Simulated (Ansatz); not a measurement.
**C₂H₈SeSi₂Zn: small, medium and large basis sets**

An exercise on one series of results from a longer session: the logs are not shown, and one member is left open.

Method: one geometry, several basis sets; program: Ansatz 0.2.0, Gaussian basis.

Levels to be run: PBE0-D4/def2-SVP; ωB97M-V/def2-SVP; PBE0-D4/def2-QZVPP; ωB97M-V/def2-QZVPP; the functionals' def2-TZVPP values are taken from earlier runs.

## Structure used throughout

All runs share one geometry, relaxed beforehand with PBE0-D4 in a triple-zeta def2 set.

SMILES `[CH2]1[SiH2][SiH2][Se][CH2][Zn]1`, 14 atoms, charge 0, spin multiplicity 1.

Atoms are counted from 1 here; the program's logs count them from 0.

Bond lengths: C1–Si2 1.871 Å, C1–Zn6 1.941 Å, C1–H7 1.090 Å, C1–H8 1.093 Å, Si2–Si3 2.382 Å, Si2–H9 1.492 Å, Si2–H10 1.494 Å, Si3–Se4 2.300 Å, Si3–H11 1.491 Å, Si3–H12 1.488 Å, Se4–C5 1.994 Å, C5–Zn6 1.935 Å, C5–H13 1.088 Å, C5–H14 1.089 Å. Angles: Si2–C1–Zn6 100.2°, Si2–C1–H7 111.5°, Si2–C1–H8 111.0°, Zn6–C1–H7 116.4°, Zn6–C1–H8 108.3°, H7–C1–H8 109.1°, C1–Si2–Si3 112.0°, C1–Si2–H9 109.5°, C1–Si2–H10 114.9°, Si3–Si2–H9 105.7°, Si3–Si2–H10 107.0°, H9–Si2–H10 107.2°, Si2–Si3–Se4 115.5°, Si2–Si3–H11 109.8°, Si2–Si3–H12 111.6°, Se4–Si3–H11 109.8°, Se4–Si3–H12 101.9°, H11–Si3–H12 107.8° and more.

Set-up of the first run:

Input file in.yaml:

```yaml
crystal:
  periodic: [false, false, false]
  atoms:
    - {symbol: C, position_ang: [-1.087358, 1.112296, 1.260218]}
    - {symbol: Si, position_ang: [0.397311, 0.060800, 1.695914]}
    - {symbol: Si, position_ang: [0.946687, -1.472111, -0.042850]}
    - {symbol: Se, position_ang: [-0.434047, -1.420635, -1.881124]}
    - {symbol: C, position_ang: [-0.370422, 0.502568, -2.402826]}
    - {symbol: Zn, position_ang: [-0.902769, 1.182599, -0.670807]}
    - {symbol: H, position_ang: [-1.067915, 2.068039, 1.784892]}
    - {symbol: H, position_ang: [-2.019387, 0.592102, 1.497477]}
    - {symbol: H, position_ang: [1.596235, 0.933742, 1.859508]}
    - {symbol: H, position_ang: [0.256625, -0.735010, 2.952137]}
    - {symbol: H, position_ang: [2.361880, -1.268503, -0.467067]}
    - {symbol: H, position_ang: [0.805305, -2.883605, 0.407358]}
    - {symbol: H, position_ang: [0.619163, 0.740216, -2.786820]}
    - {symbol: H, position_ang: [-1.101298, 0.587512, -3.206009]}
basis:
  gaussian: {orbitals: def2-SVP}
hamiltonian: {xc: pbe0, dispersion: d4}
output: {orbitals: {seedname: orbitals}}
```

The run is started by

```bash
ansatz run in.yaml --threads 2 --pin off --events-out ev --progress --plain --max-ram 22528MiB --backend cpu
```

Among the steps run: PBE0-D4 in def2-SVP; ωB97M-V in def2-SVP; PBE0-D4 in def2-QZVPP; ωB97M-V in def2-QZVPP.

One of the session's tables, all rows but one given; the rest of the session is left out.

It belongs to the step «Functionals by basis». 

```
functional       basis  HOMO (eV)
   PBE0-D4    def2-SVP      -6.08
   PBE0-D4  def2-TZVPP      -6.16
   PBE0-D4  def2-QZVPP      -6.18
   ωB97M-V    def2-SVP      -8.10
   ωB97M-V  def2-TZVPP      -8.21
   ωB97M-V  def2-QZVPP          ?
```

Estimate the missing values for ωB97M-V, def2-QZVPP.

As computed: HOMO (eV): -8.22. In the column «HOMO (eV)» it is the lowest.
